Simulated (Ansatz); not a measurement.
# Mo8S15: the cost of one run

All numbers below are computed with Ansatz 0.2.0 (DFT PBEsol, plane waves, PAW, scalar-relativistic, no spin polarisation).

## Step 1: The system as given

The cell holds 23 atoms (Mo8S15): a = 12.786 Å, b = 12.786 Å, c = 12.786 Å, α = 28.52°, β = 28.52°, γ = 28.52°.

The empty site lies at (0.00, 1.80, 1.53) Å, and S2 starts at (0.01, 0.01, 4.60) Å. All atoms were shaken by about 0.02 Å to break the symmetry.

The coordinates stand in the first input below.

## Step 2: Relaxing the ends and the band

crystal.atoms is the first end and neb.final_atoms the second, which differs in S2 alone.

File input.yaml:

```yaml
crystal:
  lattice:
    - [3.14930918, 1.81825118, 12.25838811]
    - [-3.14930918, 1.81825118, 12.25838811]
    - [0.0, -3.63651233, 12.25838663]
  atoms:
    - { symbol: Mo, position: [0.00183732, -0.00071477, -0.00288406] }
    - { symbol: S, position: [0.12751201, 0.12427958, 0.12358178] }
    - { symbol: S, position: [0.20569949, 0.20558161, 0.2127893] }
    - { symbol: Mo, position: [0.00460869, -0.00163012, 0.49675595] }
    - { symbol: S, position: [0.12408746, 0.12125849, 0.62843725] }
    - { symbol: Mo, position: [-0.00291402, 0.50072062, 0.00373176] }
    - { symbol: S, position: [0.1219756, 0.62497483, 0.13005422] }
    - { symbol: S, position: [0.21405693, 0.70506857, 0.208405] }
    - { symbol: Mo, position: [-0.00183181, 0.50455036, 0.49784138] }
    - { symbol: S, position: [0.12520073, 0.62095072, 0.62757146] }
    - { symbol: S, position: [0.21144104, 0.71319127, 0.70066008] }
    - { symbol: Mo, position: [0.4956526, -0.00082108, 0.00511928] }
    - { symbol: S, position: [0.62782644, 0.12602358, 0.11953767] }
    - { symbol: S, position: [0.70959511, 0.20777157, 0.20701263] }
    - { symbol: Mo, position: [0.50262937, 0.00223531, 0.49743461] }
    - { symbol: S, position: [0.62544835, 0.12195462, 0.62757874] }
    - { symbol: S, position: [0.69922518, 0.21125883, 0.7140933] }
    - { symbol: Mo, position: [0.50171465, 0.50233352, -0.00226074] }
    - { symbol: S, position: [0.62185549, 0.62722341, 0.12686251] }
    - { symbol: S, position: [0.70399469, 0.70626207, 0.21486438] }
    - { symbol: Mo, position: [0.49348112, 0.50115457, 0.5041375] }
    - { symbol: S, position: [0.62731169, 0.62031442, 0.62951686] }
    - { symbol: S, position: [0.71114867, 0.71160908, 0.70421923] }
kpoints:
  mp_grid: { grid: [3, 3, 3] }
magnetization:
  spin_polarized: false
scf:
  occupations: { method: cold, width: 0.15 }
hamiltonian:
  pseudopotentials: { kind: paw }
  xc: pbesol
basis:
  ecutwfc: 420
neb:
  images: 3
  relax_end_points: true
  climbing: true
  f_tol: 0.1
  max_iterations: 40
  order_check: false
  final_atoms:
    - { symbol: Mo, position: [0.00183732, -0.00071477, -0.00288406] }
    - { symbol: S, position: [0.20690764, 0.20739553, -0.28918596] }
    - { symbol: S, position: [0.20569949, 0.20558161, 0.2127893] }
    - { symbol: Mo, position: [0.00460869, -0.00163012, 0.49675595] }
    - { symbol: S, position: [0.12408746, 0.12125849, 0.62843725] }
    - { symbol: Mo, position: [-0.00291402, 0.50072062, 0.00373176] }
    - { symbol: S, position: [0.1219756, 0.62497483, 0.13005422] }
    - { symbol: S, position: [0.21405693, 0.70506857, 0.208405] }
    - { symbol: Mo, position: [-0.00183181, 0.50455036, 0.49784138] }
    - { symbol: S, position: [0.12520073, 0.62095072, 0.62757146] }
    - { symbol: S, position: [0.21144104, 0.71319127, 0.70066008] }
    - { symbol: Mo, position: [0.4956526, -0.00082108, 0.00511928] }
    - { symbol: S, position: [0.62782644, 0.12602358, 0.11953767] }
    - { symbol: S, position: [0.70959511, 0.20777157, 0.20701263] }
    - { symbol: Mo, position: [0.50262937, 0.00223531, 0.49743461] }
    - { symbol: S, position: [0.62544835, 0.12195462, 0.62757874] }
    - { symbol: S, position: [0.69922518, 0.21125883, 0.7140933] }
    - { symbol: Mo, position: [0.50171465, 0.50233352, -0.00226074] }
    - { symbol: S, position: [0.62185549, 0.62722341, 0.12686251] }
    - { symbol: S, position: [0.70399469, 0.70626207, 0.21486438] }
    - { symbol: Mo, position: [0.49348112, 0.50115457, 0.5041375] }
    - { symbol: S, position: [0.62731169, 0.62031442, 0.62951686] }
    - { symbol: S, position: [0.71114867, 0.71160908, 0.70421923] }
```

Started as:

```bash
$ ansatz run input.yaml --threads 4 --pin off --max-ram 8192MiB --backend cpu --events-out ev --progress --plain --runs-dir out
```

Q: Estimate wall time and peak memory on 4 threads of Intel Xeon 6975P-C (Granite Rapids), shared host.

About 7.8 min, with a peak of 3.2 GiB.
